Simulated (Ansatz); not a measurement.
**CH4BFO2 (SMILES COB(O)F), step by step**

We compute a series of 52 runs (B3LYP/def2-SVP, UB3LYP/def2-SVP, PBE/def2-SVP, UPBE/def2-SVP, HF/def2-SVP, UHF/def2-SVP, MP2/def2-SVP, UMP2/def2-SVP, and more) of CH4BFO2 and its partners. 

The results are computed with Ansatz 0.2.0.

## 1. The system as given

CH4BFO2: 9 atoms, total charge 0, spin state singlet. As SMILES, `COB(O)F`. Geometry: relaxed at PBE0-D4/def2-TZVP. This is one conformer, not always the lowest. The run starts from this shape.

Bond lengths: C1–O2 1.414 Å, O2–B3 1.344 Å, B3–O4 1.361 Å, B3–F5 1.336 Å, C1–H6 1.092 Å, C1–H7 1.091 Å, C1–H8 1.092 Å, O4–H9 0.959 Å. Some angles: C1–O2–B3 122.2°, O2–B3–O4 122.7°, O2–B3–F5 117.4°, O4–B3–F5 119.9°, O2–C1–H6 108.8°, O2–C1–H7 111.8°, O2–C1–H8 108.7°, B3–O4–H9 112.6°, H6–C1–H7 109.3°, H6–C1–H8 108.7°.

## 2. A geometry optimisation at B3LYP/def2-SVP (paw set gaussian, start density atoms) (run 1)

in.yaml reads:

```yaml
crystal:
  periodic: [false, false, false]
  atoms:
    - {symbol: C, position_ang: [-0.649300, 0.491300, -1.085900]}
    - {symbol: O, position_ang: [-0.487000, 0.689600, 0.304600]}
    - {symbol: B, position_ang: [0.320400, -0.085100, 1.049500]}
    - {symbol: O, position_ang: [1.040400, -1.114300, 0.524700]}
    - {symbol: F, position_ang: [0.401500, 0.187700, 2.355300]}
    - {symbol: H, position_ang: [-1.701500, 0.285200, -1.291400]}
    - {symbol: H, position_ang: [-0.040700, -0.337700, -1.451200]}
    - {symbol: H, position_ang: [-0.363100, 1.407000, -1.606600]}
    - {symbol: H, position_ang: [1.567700, -1.570100, 1.184000]}
basis:
  gaussian:
    orbitals: def2-SVP
hamiltonian:
  xc: {name: B3LYP}
relax: {}
```

Launch:

```sh
$ ansatz run in.yaml --threads 1 --pin off --max-ram 3480MiB --events-out events.jsonl --progress --plain --runs-dir runs
```

Output:

```text
Warning: RAYON_NUM_THREADS=1 ignored (pool sized by the plan → 1); use --threads N
The last accepted step is kept in runs//last_step.txt (removed where the run ends without a failure and the disk answers)
[... 46 lines left out ...]
Total energy: -8587.38402040 eV, -315.5805420117 hartree
[... 9 lines left out ...]
Dipole moment:     0.146658    -0.249337    -0.245568 e Å
```

Run time: 22 s. Hardware: 1 thread of Arm Neoverse V2, shared host; peak memory 0.17 GiB.

The path in brief:

```tsv
step	energy from the first frame kept (eV)	largest force (eV/Å)
1	0.0000	0.3572
2	-0.0072	0.1419
3	-0.0080	0.0506
4	-0.0080	0.0252
5	-0.0080	0.0056
```

After the run. Bond lengths: C1–O2 1.414 Å, O2–B3 1.347 Å, B3–O4 1.361 Å, B3–F5 1.340 Å, C1–H6 1.102 Å, C1–H7 1.101 Å, C1–H8 1.102 Å, O4–H9 0.965 Å. Some angles: C1–O2–B3 123.2°, O2–B3–O4 122.6°, O2–B3–F5 117.5°, O4–B3–F5 119.9°, O2–C1–H6 109.3°, O2–C1–H7 112.0°, O2–C1–H8 109.3°, B3–O4–H9 112.7°, H6–C1–H7 109.0°, H6–C1–H8 108.1°.

## 3. The doublet cation: a geometry optimisation at UB3LYP/def2-SVP (paw set gaussian, start density atoms) (run 2)

molecule.yaml reads:

```yaml
basis:
  gaussian: {orbitals: def2-SVP}
crystal:
  periodic: [false, false, false]
  atoms:
    - {symbol: C, position_ang: [-0.649300, 0.491300, -1.085900]}
    - {symbol: O, position_ang: [-0.487000, 0.689600, 0.304600]}
    - {symbol: B, position_ang: [0.320400, -0.085100, 1.049500]}
    - {symbol: O, position_ang: [1.040400, -1.114300, 0.524700]}
    - {symbol: F, position_ang: [0.401500, 0.187700, 2.355300]}
    - {symbol: H, position_ang: [-1.701500, 0.285200, -1.291400]}
    - {symbol: H, position_ang: [-0.040700, -0.337700, -1.451200]}
    - {symbol: H, position_ang: [-0.363100, 1.407000, -1.606600]}
    - {symbol: H, position_ang: [1.567700, -1.570100, 1.184000]}
total_charge: 1
magnetization: {spin_polarized: true, initial_magnetization: 1}
hamiltonian: {xc: {name: B3LYP}}
relax: {}
```

Launch:

```sh
$ ansatz run molecule.yaml --threads 1 --pin off --max-ram 3480MiB --events-out events.jsonl --progress --plain --runs-dir runs
```

Output:

```text
Warning: RAYON_NUM_THREADS=1 ignored (pool sized by the plan → 1); use --threads N
The last accepted step is kept in runs//last_step.txt (removed where the run ends without a failure and the disk answers)
[... 72 lines left out ...]
Total energy: -8576.79636646 eV, -315.1914529061 hartree
[... 9 lines left out ...]
Dipole moment:    -0.133427    -0.083178    -0.867461 e Å
```

Run time: 63 s. Hardware: 1 thread of Arm Neoverse V2, shared host; peak memory 0.23 GiB.

Step by step:

```tsv
step	energy from the first frame kept (eV)	largest force (eV/Å)
1	0.0000	4.9695
2	-0.2831	3.2184
3	-0.4847	0.7141
4	-0.5033	0.5596
5	-0.5089	0.0875
6	-0.5097	0.0467
7	-0.5098	0.0325
8	-0.5098	0.0159
9	-0.5099	0.0023
```

After the run. Bond lengths: C1–O2 1.348 Å, O2–B3 1.482 Å, B3–O4 1.318 Å, B3–F5 1.293 Å, C1–H6 1.134 Å, C1–H7 1.098 Å, C1–H8 1.134 Å, O4–H9 0.973 Å. Some angles: C1–O2–B3 125.2°, O2–B3–O4 114.8°, O2–B3–F5 113.3°, O4–B3–F5 131.9°, O2–C1–H6 107.4°, O2–C1–H7 116.3°, O2–C1–H8 107.4°, B3–O4–H9 119.0°, H6–C1–H7 114.7°, H6–C1–H8 93.9°.

Runs 3 to 12 aren't shown in full; the table further down has their settings and results.

## 4. The H atom: a single-point energy at UPBE/def2-SVP (paw set gaussian, start density atoms) (run 13)

job.yaml reads:

```yaml
crystal:
  periodic: [false, false, false]
  atoms:
    - symbol: H
      position_ang: [1.567700, -1.570100, 1.184000]
basis:
  gaussian:
    orbitals: def2-SVP
magnetization:
  spin_polarized: true
  initial_magnetization: 1
hamiltonian:
  xc: pbe
```

Launch:

```sh
$ ansatz run job.yaml --threads 1 --pin off --max-ram 3480MiB --events-out events.jsonl --progress --plain --runs-dir runs
```

Output:

```text
Warning: RAYON_NUM_THREADS=1 ignored (pool sized by the plan → 1); use --threads N
Functional definition: PBE
  name "PBE"
  parameter kappa = 0.804
  parameter beta = 0.06672455060314922
  exchange = pbe_x(kappa = kappa, mu = beta*pi^2/3)
  correlation = pbe_c(beta = beta)
46 factors; their error is unknown
mean field evaluation 1: about -13.5666 eV, gradient 4.0e-1 eV
mean field evaluation 2: about -13.5686 eV, gradient 4.7e-2 eV
mean field evaluation 4: about -13.5684 eV, gradient 7.8e-5 eV
mean field -13.56837465 eV, -0.4986285714 hartree, gradient 7.3e-5 eV, S^2 0.750000; 0 other end points of the search recorded, 0 dependent functions left out
reference -13.56839860 eV, -0.4986294516 hartree; 1, 0 occupied and 4, 5 virtual orbitals, 46 factors
Total energy: -13.56839860 eV, -0.4986294516 hartree
```

Wall time 0.06 s (1 thread of Arm Neoverse V2, shared host).

Runs 14 to 51 aren't shown in full; the table further down has their settings and results.

## 5. CH3BFO2: the energy at U-wB97M-V/def2-SVP (paw set gaussian, start density atoms) (run 52)

run.yaml reads:

```yaml
basis:
  gaussian:
    orbitals: def2-SVP
crystal:
  periodic: [false, false, false]
  atoms:
    - {symbol: C, position_ang: [-0.757478, 0.281087, -1.017805]}
    - {symbol: O, position_ang: [-0.598224, 0.490679, 0.313711]}
    - {symbol: B, position_ang: [0.323258, -0.146192, 1.086101]}
    - {symbol: O, position_ang: [1.157809, -1.082974, 0.574396]}
    - {symbol: F, position_ang: [0.369896, 0.189026, 2.377654]}
    - {symbol: H, position_ang: [-1.604324, 0.792847, -1.473447]}
    - {symbol: H, position_ang: [-0.197359, -0.520678, -1.502074]}
    - {symbol: H, position_ang: [1.757923, -1.457194, 1.231063]}
magnetization:
  spin_polarized: true
  initial_magnetization: 1
hamiltonian:
  xc: {name: wB97M-V}
```

Launch:

```sh
$ ansatz run run.yaml --threads 1 --pin off --max-ram 3480MiB --events-out events.jsonl --progress --plain --runs-dir runs
```

Output (excerpt; [...] marks lines left out):

```text
Warning: RAYON_NUM_THREADS=1 ignored (pool sized by the plan → 1); use --threads N
Functional definition: wB97M-V
  name "wB97M-V"
[...]
  gx(w, u) = 1 - cx + cx01*u + cx10*w
  gss(w, u) = css00 + css04*u^4 + css10*w + css20*w^2 + css43*w^4*u^3
  gos(w, u) = cos00 + cos10*w + (cos20 + cos21*u)*w^2 + (cos60 + cos61*u)*w^6
[...]
      + integral(e_c_pw_mod_opposite_spin*gos(b97_w_opposite, b97_u_opposite)) + vv10(b, c)
828 factors; integrals over basis functions are off by at most 1.1e-3 eV
202 factors; integrals over basis functions are off by at most 9.7e-6 eV
[...]
mean field -8566.47209963 eV, -314.8120430980 hartree, gradient 6.0e-5 eV, S^2 0.752876; 0 other end points of the search recorded, 0 dependent functions left out
reference -8566.47213525 eV, -314.8120444072 hartree; 20, 19 occupied and 65, 66 virtual orbitals, 828 factors
Total energy: -8566.47213525 eV, -314.8120444072 hartree
```

It took 17 s on 1 thread of Arm Neoverse V2, shared host; peak memory 0.34 GiB.

## 6. Overview of the runs

```tsv
run	level	broken bond	task	partner	energy (Eh)	wall time
1	B3LYP/def2-SVP (paw set gaussian, start density atoms)	–	optimise	base	-315.580542	22 s
2	UB3LYP/def2-SVP (paw set gaussian, start density atoms)	–	optimise	cation	-315.191453	63 s
3	UB3LYP/def2-SVP (paw set gaussian, start density atoms)	–	optimise	anion	-315.503316	1.7 min
4	UB3LYP/def2-SVP (paw set gaussian, start density atoms)	(2, 1)	optimise	fragment	-275.615522	17 s
5	UB3LYP/def2-SVP (paw set gaussian, start density atoms)	(2, 1)	optimise	fragment	-39.809410	2.4 s
6	UB3LYP/def2-SVP (paw set gaussian, start density atoms)	(9, 4)	optimise	fragment	-314.887882	1.7 min
7	UB3LYP/def2-SVP (paw set gaussian, start density atoms)	(8, 1)	optimise	fragment	-314.916669	42 s
8	PBE/def2-SVP (paw set gaussian, start density atoms)	–	energy	base	-315.223808	2 s
9	UPBE/def2-SVP (paw set gaussian, start density atoms)	–	energy	cation	-314.846559	5.4 s
10	UPBE/def2-SVP (paw set gaussian, start density atoms)	–	energy	anion	-315.147439	3.6 s
11	UPBE/def2-SVP (paw set gaussian, start density atoms)	(2, 1)	energy	fragment	-275.319533	2.8 s
12	UPBE/def2-SVP (paw set gaussian, start density atoms)	(2, 1)	energy	fragment	-39.740215	0.34 s
13	UPBE/def2-SVP (paw set gaussian, start density atoms)	(9, 4)	energy	fragment	-0.498629	0.06 s
14	UPBE/def2-SVP (paw set gaussian, start density atoms)	(9, 4)	energy	fragment	-314.535659	7.2 s
15	UPBE/def2-SVP (paw set gaussian, start density atoms)	(8, 1)	energy	fragment	-0.498629	0.06 s
16	UPBE/def2-SVP (paw set gaussian, start density atoms)	(8, 1)	energy	fragment	-314.565561	3.6 s
17	B3LYP/def2-SVP (paw set gaussian, start density atoms)	–	energy	base	-315.580536	2.5 s
18	UB3LYP/def2-SVP (paw set gaussian, start density atoms)	–	energy	cation	-315.191453	5.4 s
19	UB3LYP/def2-SVP (paw set gaussian, start density atoms)	–	energy	anion	-315.503313	5.4 s
20	UB3LYP/def2-SVP (paw set gaussian, start density atoms)	(2, 1)	energy	fragment	-275.615522	3.9 s
21	UB3LYP/def2-SVP (paw set gaussian, start density atoms)	(2, 1)	energy	fragment	-39.809410	0.36 s
22	UB3LYP/def2-SVP (paw set gaussian, start density atoms)	(9, 4)	energy	fragment	-0.501259	0.08 s
23	UB3LYP/def2-SVP (paw set gaussian, start density atoms)	(9, 4)	energy	fragment	-314.887881	7.8 s
24	UB3LYP/def2-SVP (paw set gaussian, start density atoms)	(8, 1)	energy	fragment	-0.501259	0.06 s
25	UB3LYP/def2-SVP (paw set gaussian, start density atoms)	(8, 1)	energy	fragment	-314.916669	4.2 s
26	HF/def2-SVP (paw set gaussian, start density atoms)	–	energy	base	-313.973120	0.52 s
27	UHF/def2-SVP (paw set gaussian, start density atoms)	–	energy	cation	-313.603733	2.7 s
28	UHF/def2-SVP (paw set gaussian, start density atoms)	–	energy	anion	-313.871187	1.3 s
29	UHF/def2-SVP (paw set gaussian, start density atoms)	(2, 1)	energy	fragment	-274.339272	1.1 s
30	UHF/def2-SVP (paw set gaussian, start density atoms)	(2, 1)	energy	fragment	-39.532747	0.08 s
31	UHF/def2-SVP (paw set gaussian, start density atoms)	(9, 4)	energy	fragment	-0.499278	0.04 s
32	UHF/def2-SVP (paw set gaussian, start density atoms)	(9, 4)	energy	fragment	-313.330211	4.8 s
33	UHF/def2-SVP (paw set gaussian, start density atoms)	(8, 1)	energy	fragment	-0.499278	0.04 s
34	UHF/def2-SVP (paw set gaussian, start density atoms)	(8, 1)	energy	fragment	-313.344066	0.99 s
35	MP2/def2-SVP (paw set gaussian, start density atoms)	–	energy	base	-314.745553	1 s
36	UMP2/def2-SVP (paw set gaussian, start density atoms)	–	energy	cation	-314.341600	2.1 s
37	UMP2/def2-SVP (paw set gaussian, start density atoms)	–	energy	anion	-314.655269	1.6 s
38	UMP2/def2-SVP (paw set gaussian, start density atoms)	(2, 1)	energy	fragment	-274.921151	1.2 s
39	UMP2/def2-SVP (paw set gaussian, start density atoms)	(2, 1)	energy	fragment	-39.659373	0.08 s
40	UHF/def2-SVP (paw set gaussian, start density atoms)	(9, 4)	energy	fragment	-0.499278	0.04 s
41	UMP2/def2-SVP (paw set gaussian, start density atoms)	(9, 4)	energy	fragment	-314.049494	4.8 s
42	UHF/def2-SVP (paw set gaussian, start density atoms)	(8, 1)	energy	fragment	-0.499278	0.04 s
43	UMP2/def2-SVP (paw set gaussian, start density atoms)	(8, 1)	energy	fragment	-314.084933	1.3 s
44	wB97M-V/def2-SVP (paw set gaussian, start density atoms)	–	energy	base	-315.471799	9.3 s
45	U-wB97M-V/def2-SVP (paw set gaussian, start density atoms)	–	energy	cation	-315.079047	24 s
46	U-wB97M-V/def2-SVP (paw set gaussian, start density atoms)	–	energy	anion	-315.384050	20 s
47	U-wB97M-V/def2-SVP (paw set gaussian, start density atoms)	(2, 1)	energy	fragment	-275.537016	14 s
48	U-wB97M-V/def2-SVP (paw set gaussian, start density atoms)	(2, 1)	energy	fragment	-39.767603	1.4 s
49	U-wB97M-V/def2-SVP (paw set gaussian, start density atoms)	(9, 4)	energy	fragment	-0.491712	0.18 s
50	U-wB97M-V/def2-SVP (paw set gaussian, start density atoms)	(9, 4)	energy	fragment	-314.780829	26 s
51	U-wB97M-V/def2-SVP (paw set gaussian, start density atoms)	(8, 1)	energy	fragment	-0.491712	0.18 s
52	U-wB97M-V/def2-SVP (paw set gaussian, start density atoms)	(8, 1)	energy	fragment	-314.812044	17 s
```

## 7. Outcome

```
                                                                                                                                         quantity          value
                                                                                                                    CH3BFO2, run 52: total energy  -314.81204 Eh
                                                                                                                            CH3BFO2, run 52: ⟨S²⟩          0.753
                         adiabatic electron affinity (to the doublet anion, shapes relaxed at B3LYP/def2-SVP, no zero-point term), B3LYP/def2-SVP      -2.101 eV
                            adiabatic electron affinity (to the doublet anion, shapes relaxed at B3LYP/def2-SVP, no zero-point term), HF/def2-SVP      -2.774 eV
  dissociation energy of the O2–C1 bond into doublet BHO2F and doublet CH3 (shapes relaxed at B3LYP/def2-SVP, no zero-point term), B3LYP/def2-SVP       4.234 eV
  dissociation energy of the H9–O4 bond into doublet H and doublet CH3BFO2 (shapes relaxed at B3LYP/def2-SVP, no zero-point term), B3LYP/def2-SVP       5.208 eV
    dissociation energy of the O2–C1 bond into doublet BHO2F and doublet CH3 (shapes relaxed at B3LYP/def2-SVP, no zero-point term), MP2/def2-SVP       4.491 eV
dissociation energy of the H8–C1 bond into doublet H and doublet CH3BFO2 (shapes relaxed at B3LYP/def2-SVP, no zero-point term), wB97M-V/def2-SVP       4.573 eV
                        adiabatic ionisation energy (to the doublet cation, shapes relaxed at B3LYP/def2-SVP, no zero-point term), B3LYP/def2-SVP      10.588 eV
                          adiabatic ionisation energy (to the doublet cation, shapes relaxed at B3LYP/def2-SVP, no zero-point term), MP2/def2-SVP      10.992 eV
```

At B3LYP/def2-SVP: the adiabatic electron affinity (to the doublet anion, shapes relaxed at B3LYP/def2-SVP, no zero-point term) is −2.10 eV (−203 kJ/mol). A negative value puts this state of the anion above the relaxed parent: the electron is not bound at this level, and such a value depends on the basis. At HF/def2-SVP: the adiabatic electron affinity (to the doublet anion, shapes relaxed at B3LYP/def2-SVP, no zero-point term) is −2.77 eV (−268 kJ/mol). At B3LYP/def2-SVP: the dissociation energy of the O2–C1 bond into doublet BHO2F and doublet CH3 (shapes relaxed at B3LYP/def2-SVP, no zero-point term) is 4.23 eV (409 kJ/mol). At B3LYP/def2-SVP: the dissociation energy of the H9–O4 bond into doublet H and doublet CH3BFO2 (shapes relaxed at B3LYP/def2-SVP, no zero-point term) is 5.21 eV (503 kJ/mol). At MP2/def2-SVP: the dissociation energy of the O2–C1 bond into doublet BHO2F and doublet CH3 (shapes relaxed at B3LYP/def2-SVP, no zero-point term) is 4.49 eV (433 kJ/mol). Totals of different functionals can't be ranked against each other. All runs together took 9 min, the longest 1.7 min.
